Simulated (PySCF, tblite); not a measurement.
# C4H11BO2: geometry, infrared bands and NMR shifts

Wanted: the infrared bands and NMR shifts of C4H11BO2 (`CC(C)(C)B(O)O`), by calculation.

The runs use tblite 0.8.0 and PySCF 2.14.0, with density-fitted response routines of our own; the level of theory stands in each step. All values are computed, except where a source is named. Atoms are numbered from 0 throughout.

## (1) The starting structure

18 atoms, charge 0, multiplicity 1; geometry from: force field or distance geometry start.

Bonds of the start (Å): C0–C1 1.52, C1–C2 1.49, C1–C3 1.50, C1–B4 1.60, B4–O5 1.46, B4–O6 1.48, C0–H7 1.11, C0–H8 1.11, C0–H9 1.11, C2–H10 1.11, C2–H11 1.11, C2–H12 1.12, C3–H13 1.10, C3–H14 1.11, C3–H15 1.12, O5–H16 0.99, O6–H17 0.99.

## (2) Geometry optimisation with GFN2-xTB

Job settings and geometry (Å):

```
{"job": {"kind": "relax", "xc": "GFN2-xTB", "basis": "xTB"}, "charge": 0, "multiplicity": 1}
C      0.219500    -0.966000    -1.093100
C     -0.267200     0.044500    -0.062400
C     -1.378000     0.906700    -0.550900
C     -0.786600    -0.745900     1.099600
B      1.040100     0.886100     0.316400
O      1.780200     0.410000     1.483700
O      1.886500     1.210000    -0.856100
H      0.820000    -1.716800    -0.530500
H      0.918900    -0.497500    -1.813000
H     -0.623100    -1.501600    -1.568000
H     -1.289000     1.178400    -1.627200
H     -1.370200     1.826300     0.070800
H     -2.321000     0.321700    -0.417900
H     -1.716700    -0.308900     1.484700
H     -1.056100    -1.777400     0.779200
H     -0.025400    -0.769900     1.920300
H      1.505300     0.920200     2.288600
H      2.654100     0.586300    -0.936000
```

On the command line:

```console
OMP_NUM_THREADS=1 python probes_run.py task.json out
```

One launch serves the whole session: the jobs run in the order shown.

**Question.** This job is followed by: GFN2-xTB harmonic vibrations, gas phase; GIAO PBE0/pcSseg-1 NMR shielding, non-relativistic, gas phase. What will the session give for the following? strongest single infrared mode (GFN2-xTB); zero-point energy (GFN2-xTB); 13C shifts against TMS (PBE0/pcSseg-1, means over atoms taken as alike); 1H shifts against TMS (PBE0/pcSseg-1, means over atoms taken as alike); 11B shifts against BF3·OEt2 (PBE0/pcSseg-1); 17O shifts against H2O (PBE0/pcSseg-1, means over atoms taken as alike).

The runs gave:

| quantity | value |
| --- | --- |
| strongest single infrared mode (GFN2-xTB) | 1272 cm⁻¹, 314 km/mol |
| zero-point energy (GFN2-xTB) | 96.0 kcal/mol |
| 13C shifts against TMS (PBE0/pcSseg-1, means over atoms taken as alike) | 29.1, 22.0 ppm |
| 1H shifts against TMS (PBE0/pcSseg-1, means over atoms taken as alike) | 4.21, 0.99 ppm |
| 11B shifts against BF3·OEt2 (PBE0/pcSseg-1) | 29.9 ppm |
| 17O shifts against H2O (PBE0/pcSseg-1, means over atoms taken as alike) | 116.5 ppm |

Relaxing lowered the energy by 2.088 eV in 125 steps; the close pair that moved most is B4–O6, from 1.482 to 1.348 Å. No mode is imaginary among the 48: a minimum at this level. The strongest single mode, at 1272 cm⁻¹, is spread over many atoms; the largest shares are those of B4, C1. Unscaled tight-binding wavenumbers are off by several per cent, some by more. Its intensities can rank the bands wrongly. At PBE0/pcSseg-1: Shielding is most anisotropic at O5, O6 (span 172 ppm, paramagnetic term -168 ppm).
